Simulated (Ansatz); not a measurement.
# LiMg14GaO16: the cost of one run

Computed with Ansatz 0.2.0 (DFT, PBE, plane-wave PAW, default files, scalar-relativistic, as far as a step names no other, unless a step's input says otherwise).

## 1. Starting point

It takes space group Pmmm (No. 47, orthorhombic). Conventional cell: a = 4.250 Å, b = 8.496 Å, c = 8.501 Å, α = 90.00°, β = 90.00°, γ = 90.00°. Li (site symmetry mmm) is surrounded by 6 O at 2.12 to 2.29 Å. Mg (site symmetry mmm) has 6 O at 2.08 to 2.16 Å as nearest neighbours. Mg (site symmetry mmm) is surrounded by 6 O at 2.09 to 2.18 Å. Mg (site symmetry m2m) is surrounded by 6 O at 2.05 to 2.20 Å. Around Mg (site symmetry m2m) lie 6 O at 2.10 to 2.14 Å. Mg (site symmetry mm2) is surrounded by 6 O at 2.08 to 2.17 Å. Mg (site symmetry mm2) is surrounded by 6 O at 2.11 to 2.14 Å. Mg (site symmetry m) has 6 O at 2.07 to 2.18 Å as nearest neighbours. Only part of the 18 independent sites is listed.

Coordinates:

```xyz
32
Lattice="4.2496 0.0000 0.0000 0.0000 8.4958 0.0000 0.0000 0.0000 8.5009" Properties=species:S:1:pos:R:3 pbc="T T T"
Li    0.0000    0.0000    0.0000
Mg    0.0000    0.0000    4.2505
Mg    0.0000    4.2479    4.2505
Mg    2.1248    6.4497    0.0000
Mg    2.1248    2.0461    0.0000
Mg    2.1248    6.3922    4.2505
Mg    2.1248    2.1036    4.2505
Mg    2.1248    0.0000    6.4220
Mg    2.1248    4.2479    6.3620
Mg    2.1248    0.0000    2.0789
Mg    2.1248    4.2479    2.1390
Mg    0.0000    6.4244    6.3816
Mg    0.0000    2.0714    6.3816
Mg    0.0000    6.4244    2.1193
Mg    0.0000    2.0714    2.1193
Ga    0.0000    4.2479    0.0000
O     0.0000    0.0000    6.3313
O     0.0000    4.2479    6.4323
O     0.0000    0.0000    2.1696
O     0.0000    4.2479    2.0687
O     2.1248    6.3549    6.3809
O     2.1248    2.1409    6.3809
O     2.1248    6.3549    2.1201
O     2.1248    2.1409    2.1201
O     2.1248    0.0000    0.0000
O     2.1248    4.2479    0.0000
O     2.1248    0.0000    4.2505
O     2.1248    4.2479    4.2505
O     0.0000    6.2102    0.0000
O     0.0000    2.2856    0.0000
O     0.0000    6.3388    4.2505
O     0.0000    2.1570    4.2505
```

## 2. First run, atoms as given

input.yaml

```yaml
crystal:
  lattice:
    - [4.24964892, 0.0, 0.0]
    - [0.0, 8.49582612, 0.0]
    - [0.0, 0.0, 8.50092444]
  atoms:
    - { symbol: Li, position: [0.0, 0.0, 0.0] }
    - { symbol: Mg, position: [0.0, 0.0, 0.5] }
    - { symbol: Mg, position: [0.0, 0.5, 0.5] }
    - { symbol: Mg, position: [0.5, 0.75916253, 0.0] }
    - { symbol: Mg, position: [0.5, 0.24083747, 0.0] }
    - { symbol: Mg, position: [0.5, 0.75239462, 0.5] }
    - { symbol: Mg, position: [0.5, 0.24760538, 0.5] }
    - { symbol: Mg, position: [0.5, 0.0, 0.75544494] }
    - { symbol: Mg, position: [0.5, 0.5, 0.74838506] }
    - { symbol: Mg, position: [0.5, 0.0, 0.24455506] }
    - { symbol: Mg, position: [0.5, 0.5, 0.25161494] }
    - { symbol: Mg, position: [0.0, 0.75618478, 0.75069533] }
    - { symbol: Mg, position: [0.0, 0.24381522, 0.75069533] }
    - { symbol: Mg, position: [0.0, 0.75618478, 0.24930467] }
    - { symbol: Mg, position: [0.0, 0.24381522, 0.24930467] }
    - { symbol: Ga, position: [0.0, 0.5, 0.0] }
    - { symbol: O, position: [0.0, 0.0, 0.74478171] }
    - { symbol: O, position: [0.0, 0.5, 0.75665559] }
    - { symbol: O, position: [0.0, 0.0, 0.25521829] }
    - { symbol: O, position: [0.0, 0.5, 0.24334441] }
    - { symbol: O, position: [0.5, 0.74800811, 0.75060785] }
    - { symbol: O, position: [0.5, 0.25199189, 0.75060785] }
    - { symbol: O, position: [0.5, 0.74800811, 0.24939215] }
    - { symbol: O, position: [0.5, 0.25199189, 0.24939215] }
    - { symbol: O, position: [0.5, 0.0, 0.0] }
    - { symbol: O, position: [0.5, 0.5, 0.0] }
    - { symbol: O, position: [0.5, 0.0, 0.5] }
    - { symbol: O, position: [0.5, 0.5, 0.5] }
    - { symbol: O, position: [0.0, 0.73096989, 0.0] }
    - { symbol: O, position: [0.0, 0.26903011, 0.0] }
    - { symbol: O, position: [0.0, 0.74611247, 0.5] }
    - { symbol: O, position: [0.0, 0.25388753, 0.5] }
kpoints:
  mp_grid: { grid: [5, 3, 3] }
scf:
  occupations: { method: fermi_dirac, width: 0.02 }
hamiltonian:
  xc: pbe
  pseudopotentials: { kind: paw }
output:
  forces: true
  stress: true
  populations: true
  efg:
    quadrupole_moments_barn: { Li: -0.0401, Mg: 0.1994, Ga: 0.107, O: -0.02558 }
    contact_densities: true
```

Started as:

```bash
ansatz run input.yaml --threads 1 --pin off --max-ram 2560MiB --backend cpu --events-out ev --progress --plain --runs-dir out
```

Q: Estimate wall time and peak memory on 1 thread of Arm Neoverse V2, shared host.

About 59 s, with a peak of 0.87 GiB.
